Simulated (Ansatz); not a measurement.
# C2H4AlFO (SMILES C=C[O][AlH][F]) at HF/3-21G

Aim: the vertical ionisation energy of C2H4AlFO at HF/3-21G, from 2 runs. 

Program for the calculation: Ansatz 0.2.0.

127 further runs of the same task are left out: 127 set aside as unsound or not needed.

## (1) The structure to begin with

C2H4AlFO has 9 atoms, charge 0, and is taken as a singlet. As SMILES, `C=C[O][AlH][F]`. The coordinates come from a PBE0-D4/def2-TZVP relaxation. This is one conformer, not always the lowest.

Bond lengths: C1–C2 1.325 Å, C2–O3 1.346 Å, O3–Al4 1.684 Å, Al4–F5 1.640 Å, C1–H6 1.083 Å, C1–H7 1.081 Å, C2–H8 1.090 Å, Al4–H9 1.565 Å. Angles: C1–C2–O3 123.2°, C2–O3–Al4 137.8°, O3–Al4–F5 116.4°, C1–C2–H8 121.1°, O3–C2–H8 115.7°, C2–C1–H6 121.4°, C2–C1–H7 119.7°, O3–Al4–H9 123.2°, F5–Al4–H9 120.5°, H6–C1–H7 119.0°.

## (2) A single-point energy at HF/3-21G

molecule.yaml

```yaml
crystal:
  periodic: [false, false, false]
  atoms:
    - {symbol: C, position_ang: [-1.562000, -0.360100, 1.103900]}
    - {symbol: C, position_ang: [-0.728000, -0.312900, 0.075500]}
    - {symbol: O, position_ang: [0.490300, 0.256500, 0.139600]}
    - {symbol: Al, position_ang: [1.800800, 0.519300, -0.884800]}
    - {symbol: F, position_ang: [3.087600, 1.301600, -0.235000]}
    - {symbol: H, position_ang: [-1.297700, 0.065300, 2.064100]}
    - {symbol: H, position_ang: [-2.527700, -0.832200, 0.988500]}
    - {symbol: H, position_ang: [-0.999000, -0.743100, -0.888800]}
    - {symbol: H, position_ang: [1.824300, 0.059200, -2.380300]}
basis:
  gaussian:
    orbitals: 3-21G.json
hamiltonian:
  xc: hf
accuracy: high
output: {orbitals: {seedname: orbitals}}
```

The basis set 3-21G is read from a file made from the Basis Set Exchange's data (not shown).

Run with:

```sh
ansatz run molecule.yaml --threads 1 --pin off --max-ram 3480MiB --events-out events.jsonl --progress --plain --runs-dir runs
```

The program printed:

```text
Warning: RAYON_NUM_THREADS=1 ignored (pool sized by the plan → 1); use --threads N
Functional definition: HF
  name "HF"
  exchange = exact_x
  correlation = 0
1286 factors; integrals over basis functions are off by at most 1.2e-8 eV
mean field evaluation 1: about -13375.6040 eV, gradient 4.0e1 eV
mean field evaluation 2: about -13375.9462 eV, gradient 4.1e1 eV
mean field evaluation 4: about -13379.1509 eV, gradient 2.4e0 eV
mean field evaluation 8: about -13379.1935 eV, gradient 2.6e-1 eV
mean field evaluation 16: about -13379.1937 eV, gradient 7.8e-9 eV
mean field -13379.19372701 eV, -491.6763007244 hartree, gradient 4.3e-8 eV, S^2 0.000000; 0 other end points of the search recorded, 0 dependent functions left out
reference -13379.19372701 eV, -491.6763007244 hartree; 23, 23 occupied and 34, 34 virtual orbitals, 1286 factors
Total energy: -13379.19372701 eV, -491.6763007244 hartree
```

Run time: 0.87 s. Hardware: 1 thread of Arm Neoverse V1, shared host; peak memory 0.13 GiB.

## (3) The doublet cation

input.yaml

```yaml
crystal:
  periodic: [false, false, false]
  atoms:
    - {symbol: C, position_ang: [-1.562000, -0.360100, 1.103900]}
    - {symbol: C, position_ang: [-0.728000, -0.312900, 0.075500]}
    - {symbol: O, position_ang: [0.490300, 0.256500, 0.139600]}
    - {symbol: Al, position_ang: [1.800800, 0.519300, -0.884800]}
    - {symbol: F, position_ang: [3.087600, 1.301600, -0.235000]}
    - {symbol: H, position_ang: [-1.297700, 0.065300, 2.064100]}
    - {symbol: H, position_ang: [-2.527700, -0.832200, 0.988500]}
    - {symbol: H, position_ang: [-0.999000, -0.743100, -0.888800]}
    - {symbol: H, position_ang: [1.824300, 0.059200, -2.380300]}
basis:
  gaussian: {orbitals: 3-21G.json}
magnetization: {spin_polarized: true, initial_magnetization: 1}
total_charge: 1
hamiltonian: {xc: hf}
output: {orbitals: {seedname: orbitals}}
accuracy: high
```

The basis set 3-21G is read from a file made from the Basis Set Exchange's data (not shown).

Run with:

```sh
ansatz run input.yaml --threads 1 --pin off --max-ram 3480MiB --events-out events.jsonl --progress --plain --runs-dir runs
```

The program printed:

```text
Warning: RAYON_NUM_THREADS=1 ignored (pool sized by the plan → 1); use --threads N
[... 4 set-up lines as earlier in the session ...]
1285 factors; integrals over basis functions are off by at most 1.2e-8 eV
mean field evaluation 1: about -13365.3652 eV, gradient 4.1e1 eV
mean field evaluation 2: about -13365.3619 eV, gradient 4.1e1 eV
mean field evaluation 4: about -13371.1137 eV, gradient 2.4e0 eV
mean field evaluation 8: about -13371.1742 eV, gradient 3.8e-1 eV
mean field evaluation 16: about -13371.1817 eV, gradient 4.3e-6 eV
mean field -13371.18169875 eV, -491.3818641167 hartree, gradient 2.8e-8 eV, S^2 0.775676; 0 other end points of the search recorded, 0 dependent functions left out
reference -13371.18169875 eV, -491.3818641167 hartree; 23, 22 occupied and 34, 35 virtual orbitals, 1285 factors
Total energy: -13371.18169875 eV, -491.3818641167 hartree
```

It took 1.5 s on 1 thread of Arm Neoverse V1, shared host; peak memory 0.16 GiB.

## (4) What came out

Level: HF/3-21G.

| quantity | value |
| --- | --- |
| singlet C2H4AlFO: total energy | -491.67630 Eh |
| singlet C2H4AlFO: HOMO energy | -9.26 eV |
| singlet C2H4AlFO: LUMO energy | 2.10 eV |
| singlet C2H4AlFO: HOMO–LUMO gap | 11.36 eV |
| doublet cation: total energy | -491.38186 Eh |
| doublet cation: HOMO energy (highest over α and β) | -17.65 eV |
| doublet cation: LUMO energy (lowest over α and β) | -6.92 eV |
| doublet cation: ⟨S²⟩ | 0.776 |
| vertical ionisation energy (to the doublet cation) | 8.012 eV |

What this shows: Removing an electron at fixed nuclei costs 8.01 eV (773 kJ/mol). The negative HOMO energy of the first species, 9.26 eV, lies 1.25 eV above that difference.
